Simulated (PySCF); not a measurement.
# Mo(OH)₃: structure of the quartet

The task is one start of a wider search on Mo(OH)₃: the quartet, from a trigonal planar start. It is relaxed, tested by its Hessian and followed downhill if it is a saddle.

Computed with PySCF 2.14.0. Level: PBE0, basis Mo def2-TZVP with ECP28, O def2-TZVP, H def2-TZVP, scalar-relativistic core potentials, no spin–orbit coupling, density fitting.

### Step 1. The system as given

7 atoms, charge 0, spin multiplicity 4.

Bond lengths: Mo1–O2 2.010 Å, Mo1–O3 2.010 Å, Mo1–O4 2.010 Å, O2–H5 0.960 Å, O3–H6 0.960 Å, O4–H7 0.960 Å. Angles: O2–Mo1–O3 120.0°, O2–Mo1–O4 120.0°, O3–Mo1–O4 120.0°, Mo1–O2–H5 130.0°, Mo1–O3–H6 130.0°, Mo1–O4–H7 130.0°.

Coordinates in bohr (charge 0 multiplicity 4):
```
Mo    0.0000    0.0000    0.0000
O     3.7983    0.0000    0.0000
O    -1.8992    3.2894    0.0000
O    -1.8992   -3.2894    0.0000
H     4.9645   -1.3897    0.0000
H    -1.2788    4.9942    0.0000
H    -3.6857   -3.6045    0.0000
```

### Step 2. The SCF at the typed geometry

The steps below are one call of a driver around PySCF. For each, scf.py gives the equivalent set-up of the SCF; relaxations use the driver's own optimiser. After this first run the driver tries any further starts and a stability analysis.

File scf.py:

```python
from pyscf import gto, scf, dft
mol = gto.M(atom='''
Mo     0.000000     0.000000     0.000000
O      2.010000     0.000000     0.000000
O     -1.005000     1.740700     0.000000
O     -1.005000    -1.740700     0.000000
H      2.627100    -0.735400     0.000000
H     -0.676700     2.642800     0.000000
H     -1.950400    -1.907400     0.000000''',
    basis={'Mo': 'def2-TZVP', 'O': 'def2-TZVP', 'H': 'def2-TZVP'},
    ecp={'Mo': 'def2-TZVP'},
    charge=0, spin=3)
mf = dft.UKS(mol, xc='PBE0')
mf.grids.atom_grid = (50, 194)
aux = {'Mo': 'def2-universal-JKFIT', 'O': 'def2-universal-JKFIT', 'H': 'def2-universal-JKFIT'}
mf = mf.density_fit(auxbasis=aux)
mf.conv_tol = 1e-08
mf.diis_space = 10
mf.max_cycle = 60
mf.init_guess = 'minao'
mf.verbose = 4
mf.kernel()
```

Started as:

```console
> OMP_NUM_THREADS=4 python axn.py task.json out
```

Further steps of the session: Relaxation: trigonal planar start, quartet; Hessian and properties; Downhill along the imaginary mode; Hessian and properties.

What does the calculation give? Wanted: minimum; geometry; wavenumbers; dipole moment; highest occupied, lowest empty level; polar-tensor charge of Mo1; zero-point energy; atomisation energy; ⟨S²⟩.

**Answer**, as computed:

```
                                          quantity                                                                                            value
                                           minimum                                                                                     quartet, C3v
                                          geometry                      Mo–O 1.893 Å (×3), O–H 0.962 Å (×3); H–O–Mo 122.3° (×3), O–Mo–O 119.9° (×3)
                                wavenumbers (cm⁻¹)  159 (a1), 180 (e), 368 (a2), 437 (e), 671 (e), 684 (a1), 694 (a1), 698 (e), 3847 (e), 3851 (a1)
                                     dipole moment                                                                                           3.60 D
highest occupied, lowest empty level (either spin)                                                                                  -6.20, -1.89 eV
                        polar-tensor charge of Mo1                                                                                          +1.65 e
                                 zero-point energy                                                                                     104.2 kJ/mol
                               entropy at 298.15 K                                                                                  331.8 J/(mol K)
         atomisation energy (no zero-point energy)                                                                                      2492 kJ/mol
                                              ⟨S²⟩                                                                                            3.761
```

What this shows: From C3h at the start the molecule goes to a C3v minimum, after a stop at a higher-order saddle point 66.6 kJ/mol higher, from which it was pushed off along an imaginary mode. In the infrared the band at 671 cm⁻¹ (e) leads. Most of the spin sits on Mo1 (Mulliken spin 3.02, against 3 for the whole molecule). Only this shape and spin were tried, so other structures or states may lie lower. Open d and f shells are described by one determinant, and the ground state may have another occupation or spin.
